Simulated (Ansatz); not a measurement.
# ClH5W: the cost of one run

Method: RKS PBE-D4/def2-SVP, in Ansatz 0.2.0.

### Step 1. The structure to begin with

Bond lengths: W1–H2 1.720 Å, W1–H3 1.720 Å, W1–H4 1.720 Å, W1–H5 1.720 Å, W1–H6 1.720 Å, W1–Cl7 2.390 Å. Angles (14 of 15 angles, heavy atoms first): H2–W1–Cl7 180.0°, H3–W1–Cl7 90.0°, H4–W1–Cl7 90.0°, H5–W1–Cl7 90.0°, H6–W1–Cl7 90.0°, H2–W1–H3 90.0°, H2–W1–H4 90.0°, H2–W1–H5 90.0°, H2–W1–H6 90.0°, H3–W1–H4 90.0°, H3–W1–H5 180.0°, H3–W1–H6 90.0°, H4–W1–H5 90.0°, H4–W1–H6 180.0°.

Coordinates:

```xyz
7

W     0.0000    0.0000    0.0000
H     0.0000    0.0000    1.7200
H     1.7200    0.0000    0.0000
H     0.0000    1.7200    0.0000
H    -1.7200    0.0000    0.0000
H     0.0000   -1.7200    0.0000
Cl    0.0000    0.0000   -2.3900
```

### Step 2. Preparing the start

Contents of input.yaml:

```yaml
crystal:
  periodic: [false, false, false]
  atoms:
    - { symbol: W, position_ang: [0.0, 0.0, 0.0] }
    - { symbol: H, position_ang: [0.0, 0.0, 1.72] }
    - { symbol: H, position_ang: [1.72, 0.0, 0.0] }
    - { symbol: H, position_ang: [0.0, 1.72, 0.0] }
    - { symbol: H, position_ang: [-1.72, 0.0, 0.0] }
    - { symbol: H, position_ang: [0.0, -1.72, 0.0] }
    - { symbol: Cl, position_ang: [0.0, 0.0, -2.39] }
basis:
  gaussian: { orbitals: def2-SVP }
hamiltonian:
  xc: pbe
  dispersion: d4
relax:
  f_tol: 0.02
  max_steps: 40
```

Run with:

```
$ ansatz run input.yaml --threads 2 --pin off --max-ram 3072MiB --backend cpu --events-out ev --progress --plain --runs-dir out
```

**Question.** How long does this run take on 2 threads of AMD EPYC 7R43 (Zen 3), shared host, and how much memory does it need?

About 17 s, with a peak of 0.16 GiB.
